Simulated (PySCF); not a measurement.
# C₂H₂BF₂ radical: geometry, EPR parameters

Aim: predict the EPR parameters of C₂H₂BF₂ radical (`C=[C]B(F)F`).

The runs use PySCF 2.14.0, with density-fitted response routines of our own; the level of theory stands in each step. All values are computed, except where a source is named. Atoms are numbered from 0 throughout.

## 1. Starting geometry

7 atoms, charge 0, multiplicity 2; geometry from: GFN2-xTB.

Bonds of the start (Å): C0–C1 1.28, C1–B2 1.48, B2–F3 1.33, B2–F4 1.33, C0–H5 1.09, C0–H6 1.09.

## 2. Geometry optimisation at PBE0-D3(BJ)/def2-SVP

The job: settings as JSON, then the geometry in Å.

```
{"job": {"xc": "PBE0", "basis": "def2-SVP", "d3": "d3bj", "grid": 1, "kind": "geom"}, "charge": 0, "multiplicity": 2}
C     -1.310010    -0.474800     0.294660
C     -0.113930    -0.037960     0.135220
B      1.270520     0.463730    -0.048100
F      1.740410     1.528610     0.596890
F      2.143390    -0.115760    -0.868730
H     -1.576430    -1.210730     1.046620
H     -2.147290    -0.143280    -0.311130
```

**Question.** This job is followed by: UKS B3LYP, IGLO-III on B C F, pcH-1 on H, non-relativistic, mean-field spin-orbit, GIAO. Predict these results of the whole session: point group; rotational constants (main isotopes); g(iso) (B3LYP); ⟨S²⟩; largest a(iso) (averaged by class).

The runs gave:

```
                            quantity                    value
                         point group                      C2v
rotational constants (main isotopes)    10.04, 3.34, 2.55 GHz
                      g(iso) (B3LYP)                  2.00267
                                ⟨S²⟩       0.757 (exact 0.75)
  largest a(iso) (averaged by class)  1H on H5, H6, 164.9 MHz
```

What this shows: Over 4 steps the energy fell by 0.042 eV; of the bonds of the start, C1–B2 changed most, 1.484 to 1.510 Å. Most of the unpaired spin sits on C1 (0.84 e). The isotropic g lies 0.3 ppt above the free-electron value.
